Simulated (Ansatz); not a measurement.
# BaTiO3 (Barioperovskite): the cost of one run

Program: the Python package of Ansatz 0.2.0. Level of theory: DFT PBEsol+U, plane waves, PAW. These are calculated values, not measurements.

## 1. The structure

Symmetry: Amm2, No. 38, orthorhombic system. The conventional cell has a = 3.986 Å, b = 5.674 Å, c = 5.690 Å, α = 90.00°, β = 90.00°, γ = 90.00°. Around Ba (site symmetry mm2) lie 12 O at 2.77 to 2.92 Å. Around Ti (site symmetry mm2) lie 6 O at 1.93 to 2.09 Å. O (site symmetry mm2) has 2 Ti at 2.00 Å and 4 Ba at 2.77 to 2.92 Å as nearest neighbours. O (site symmetry m) has 2 Ti at 1.93 to 2.09 Å as nearest neighbours.

Input file batio3.extxyz:

```xyz
5
Lattice="3.9855 0.0 0.0 0.0 2.8369 2.84515 0.0 -2.8369 2.84515" Properties=species:S:1:pos:R:3 pbc="T T T"
Ba    0.00000000    0.00000000    0.00000000
Ti    1.99275000    0.00000000    2.91570972
O     0.00000000   -0.00000000    2.77345222
O     1.99275000   -1.38043554    4.25941716
O     1.99275000    1.38043554    4.25941716
```

## 2. The script

run_plus_u.py

```python
import ansatz as az
import numpy as np
import pandas as pd


def count_gap(report):
    # lowest empty less highest filled band, counting bands; zero where they overlap
    return max(report.get("gap_by_band_count_ev") or 0.0, 0.0)

xtal = az.Crystal.from_extxyz("batio3.extxyz")

model = (
    xtal.calculation()
    .scf(tolerance=1e-08)
    .kpoints(spacing=0.65)
    .mixing("msr1", beta=0.3)
    .functional("pbesol")
    .basis(630, density_ratio=4)
    .occupations("fixed")
    .accuracy("medium")
    .band_table()
)
rows = []
for u in [1.0, 3.0, 5.0, 7.0]:
    summary = model.hubbard("Ti", "d", u_eff=u, projectors="atomic").run(threads=1).report
    shell = summary["hubbard"]["n_scf"]
    rows.append((u, count_gap(summary), sum(shell) / len(shell), summary["n_iterations"]))
print(pd.DataFrame(rows, columns=["U_eff eV", "gap by band count eV", "Ti d occupation (projector)", "iterations"]).round(4).to_string(index=False))
```

## 3. What the engine is handed

The package turns the script's settings into the engine's input (first run):

```yaml
crystal:
  lattice:
    - [3.9855, 0.0, 0.0]
    - [0.0, 2.8369, 2.84515]
    - [0.0, -2.8369, 2.84515]
  atoms:
    - { symbol: Ba, position: [0.0, 0.0, 0.0] }
    - { symbol: Ti, position: [0.5, 0.5124000000000001, 0.5124000000000001] }
    - { symbol: O, position: [0.0, 0.4874, 0.4874] }
    - { symbol: O, position: [0.5, 0.5052399996485247, 0.9918399996485247] }
    - { symbol: O, position: [0.5, 0.9918399996485247, 0.5052399996485247] }
accuracy: medium
basis:
  ecutwfc: 630.0
  ecutrho_ratio: 4
kpoints:
  mp_grid:
    kspacing: 0.65
hamiltonian:
  xc: pbesol
  hubbard:
    sites:
      - { species: Ti, l: d, u_eff: 1.0 }
    projectors: atomic
scf:
  convergence:
    dr2_threshold: 1.0e-08
  mixing:
    algorithm: msr1
    beta: 0.3
  occupations:
    method: fixed
output:
  eigenvalues: true
```

## 4. Running it

The run is started by

```sh
$ python run_plus_u.py
```

Q: Estimate wall time and peak memory on 1 thread of Arm Neoverse V1, shared host.

About 16 s, with a peak of 0.43 GiB.
